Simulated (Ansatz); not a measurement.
I need energies of removing a hydrogen of FGeH4NO2, SMILES [NH2][Ge]([OH])([OH])[F]. Use the Ansatz DFT code, driven from Python. Level of theory (for the species named): r2scan0, def2-SVPD basis, multiplicity 1.

```yaml
atoms:
  - { symbol: N, position_ang: [-0.1618, 0.1847, -1.3900] }
  - { symbol: Ge, position_ang: [0.0504, 0.1059, 0.4390] }
  - { symbol: O, position_ang: [0.7069, -1.4928, 0.8269] }
  - { symbol: O, position_ang: [-1.4364, 0.3266, 1.2784] }
  - { symbol: F, position_ang: [1.1678, 1.3595, 0.9378] }
  - { symbol: H, position_ang: [-0.5642, 1.2096, -1.5930] }
  - { symbol: H, position_ang: [0.7595, 0.1643, -1.8417] }
  - { symbol: H, position_ang: [1.6422, -1.5062, 0.3512] }
  - { symbol: H, position_ang: [-2.0761, -0.3979, 0.9744] }
```

The script, `fgeh4no2.py`:
```python
import ansatz as az


def total_energy(molecule, charge=0, unpaired=0):
    calc = molecule.calculation().basis(gaussian="def2-SVPD").functional("r2scan0")
    if charge:
        calc = calc.charge(charge)
    if unpaired:
        calc = calc.spin("collinear", total=unpaired)
    report = calc.run().report
    if report["published_state_doubts"]:
        print("  doubts:", report["published_state_doubts"])
    return report["free_energy_ev"]

GEOMETRY = """
N    -0.16180    0.18470   -1.39000
Ge    0.05040    0.10590    0.43900
O     0.70690   -1.49280    0.82690
O    -1.43640    0.32660    1.27840
F     1.16780    1.35950    0.93780
H    -0.56420    1.20960   -1.59300
H     0.75950    0.16430   -1.84170
H     1.64220   -1.50620    0.35120
H    -2.07610   -0.39790    0.97440
"""

def without(molecule, index):
    rest = az.Crystal.molecule()
    for i, site in enumerate(molecule.cartesian_sites):
        if i != index:
            rest = rest.atom(site.symbol, site.position_ang)
    return rest


def main() -> None:
    fgeh4no2 = az.Crystal.molecule()
    for line in GEOMETRY.strip().splitlines():
        symbol, *xyz = line.split()
        fgeh4no2 = fgeh4no2.atom(symbol, [float(v) for v in xyz])

    whole = total_energy(fgeh4no2, 0)
    hydrogen = total_energy(az.Crystal.molecule().atom("H", (0, 0, 0)), 0, 1)
    print(f"E(molecule) = {whole:.5f} eV, E(H) = {hydrogen:.5f} eV")
    for index in [6, 8]:
        radical = total_energy(without(fgeh4no2, index), 0, 1)
        print(f"H{index}: homolysis {23.060548 * (radical + hydrogen - whole):.1f} kcal/mol")
        anion = total_energy(without(fgeh4no2, index), -1)
        print(f"H{index}: loss of a proton {23.060548 * (anion - whole):.1f} kcal/mol")


if __name__ == "__main__":
    main()
```

Running `python fgeh4no2.py` prints:
```text
E(molecule) = -64868.08034 eV, E(H) = -13.58464 eV
H6: homolysis 112.2 kcal/mol
H6: loss of a proton 379.1 kcal/mol
H8: homolysis 122.2 kcal/mol
H8: loss of a proton 361.8 kcal/mol
```

Reading the output:
- These settings explore the input space; basis and method may be short of convergence.
- The geometry is a force-field or estimated start, not a minimum of this method, and the basis set is short of its limit. All parts are taken at fixed geometry, without zero-point energy.
- Run time: 4.3 min on 1 thread of Arm Neoverse V1 (shared host), peak memory 0.79 GiB.
